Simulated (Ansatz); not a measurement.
# CCl2InNO: how energies converge with the basis set

The task here is to estimate one member of a computed series from the others.

Program: Ansatz 0.2.0, Gaussian basis. Level of theory: one geometry, several basis sets. These are calculated values, not measurements.

Levels to be run: PBE0-D4/def2-SVP; ωB97M-V/def2-SVP; PBE0-D4/def2-QZVPP; ωB97M-V/def2-QZVPP; the functionals' def2-TZVPP values are taken from earlier runs.

## Structure used throughout

An earlier PBE0-D4 in a triple-zeta def2 set relaxation fixed the geometry. In takes the def2 core potential; no spin-orbit term is included.

SMILES `O=C=[N][In]([Cl])[Cl]`, 6 atoms, charge 0, spin multiplicity 1.

Atoms are counted from 1 here; the program's logs count them from 0.

Bond lengths: O1–C2 1.164 Å, C2–N3 1.207 Å, N3–In4 2.004 Å, In4–Cl5 2.286 Å, In4–Cl6 2.294 Å. Angles: O1–C2–N3 175.8°, C2–N3–In4 134.3°, N3–In4–Cl5 118.4°, N3–In4–Cl6 120.3°, Cl5–In4–Cl6 121.3°.

The first run:

Contents of in.yaml:

```yaml
crystal:
  periodic: [false, false, false]
  atoms:
    - {symbol: O, position_ang: [1.198679, -2.132084, 1.617486]}
    - {symbol: C, position_ang: [0.879845, -1.455961, 0.725346]}
    - {symbol: N, position_ang: [0.594469, -0.808195, -0.252695]}
    - {symbol: In, position_ang: [-0.488683, 0.847862, -0.568805]}
    - {symbol: Cl, position_ang: [-0.670962, 1.634803, -2.707170]}
    - {symbol: Cl, position_ang: [-1.513348, 1.913577, 1.185848]}
basis:
  gaussian: {orbitals: def2-SVP}
hamiltonian: {xc: pbe0, dispersion: d4}
output: {orbitals: {seedname: orbitals}}
```

Started as:

```
$ ansatz run in.yaml --threads 4 --pin off --events-out ev --progress --plain --max-ram 10444MiB
```

Among the steps run: PBE0-D4 in def2-SVP; ωB97M-V in def2-SVP; PBE0-D4 in def2-QZVPP; ωB97M-V in def2-QZVPP.

One of the session's tables, all rows but one given; the rest of the session is left out.

It belongs to the step «Density functionals: the series». 

```
functional       basis  HOMO (eV)  LUMO (eV)
   PBE0-D4    def2-SVP      -8.87      -2.67
   PBE0-D4  def2-TZVPP      -8.98      -2.79
   PBE0-D4  def2-QZVPP      -9.01      -2.83
   ωB97M-V    def2-SVP     -11.06      -0.57
   ωB97M-V  def2-TZVPP     -11.23      -0.80
   ωB97M-V  def2-QZVPP          ?          ?
```

Estimate the missing values for ωB97M-V, def2-QZVPP.

**Answer.** HOMO (eV): -11.26; LUMO (eV): -0.92. In the column «HOMO (eV)» it is the lowest.
